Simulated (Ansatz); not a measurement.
# GaH3Se3: how energies converge with the basis set

The task here is to estimate one member of a computed series from the others.

Method: one geometry, several basis sets; program: Ansatz 0.2.0, Gaussian basis.

The runs, in order: PBE0-D4/def2-SVP; ωB97M-V/def2-SVP; PBE0-D4/def2-QZVPP; ωB97M-V/def2-QZVPP; the functionals' def2-TZVPP values are taken from earlier runs.

### Structure used throughout

An earlier PBE0-D4 in a triple-zeta def2 set relaxation fixed the geometry.

SMILES `[SeH][Ga]([SeH])[SeH]`, 7 atoms, charge 0, spin multiplicity 1.

Atoms are counted from 1 here; the program's logs count them from 0.

Bond lengths: Se1–Ga2 2.324 Å, Se1–H5 1.468 Å, Ga2–Se3 2.323 Å, Ga2–Se4 2.325 Å, Se3–H6 1.469 Å, Se4–H7 1.469 Å. Angles: Ga2–Se1–H5 92.4°, Se1–Ga2–Se3 117.0°, Se1–Ga2–Se4 123.6°, Se3–Ga2–Se4 119.4°, Ga2–Se3–H6 92.0°, Ga2–Se4–H7 92.7°.

Coordinates:

```xyz
7
GaH3Se3
Se   -2.3547   -0.0594    0.2026
Ga   -0.0375   -0.0193    0.3751
Se    0.8614   -0.0519    2.5173
Se    1.3895    0.0506   -1.4591
H    -2.3069   -0.0242   -1.2646
H     2.2348   -0.0138    1.9977
H     0.2746    0.0500   -2.4148
```

Set-up of the first run:

in.yaml reads:

```yaml
crystal:
  periodic: [false, false, false]
  atoms:
    - {symbol: Se, position_ang: [-2.354651, -0.059433, 0.202635]}
    - {symbol: Ga, position_ang: [-0.037466, -0.019283, 0.375080]}
    - {symbol: Se, position_ang: [0.861390, -0.051850, 2.517251]}
    - {symbol: Se, position_ang: [1.389529, 0.050626, -1.459076]}
    - {symbol: H, position_ang: [-2.306893, -0.024164, -1.264558]}
    - {symbol: H, position_ang: [2.234828, -0.013753, 1.997678]}
    - {symbol: H, position_ang: [0.274565, 0.049958, -2.414811]}
basis:
  gaussian: {orbitals: def2-SVP}
hamiltonian: {xc: pbe0, dispersion: d4}
output: {orbitals: {seedname: orbitals}}
```

Launch:

```sh
$ ansatz run in.yaml --threads 2 --pin off --events-out ev --progress --plain --max-ram 32768MiB --backend cpu
```

Among the steps run: PBE0-D4 in def2-SVP; ωB97M-V in def2-SVP; PBE0-D4 in def2-QZVPP; ωB97M-V in def2-QZVPP.

One table of the session follows, with a row left open; its other results are not shown here.

It belongs to the step «Functionals by basis». 

| functional | basis | HOMO (eV) |
| --- | --- | --- |
| PBE0-D4 | def2-SVP | -7.12 |
| PBE0-D4 | def2-TZVPP | -7.25 |
| PBE0-D4 | def2-QZVPP | -7.26 |
| ωB97M-V | def2-SVP | ? |
| ωB97M-V | def2-TZVPP | -9.38 |
| ωB97M-V | def2-QZVPP | -9.38 |

Q: Estimate the row for ωB97M-V, def2-SVP from the others.

The run gave: HOMO (eV): -9.23. In the column «HOMO (eV)» it lies between ωB97M-V, def2-QZVPP (-9.38) and PBE0-D4, def2-QZVPP (-7.26).
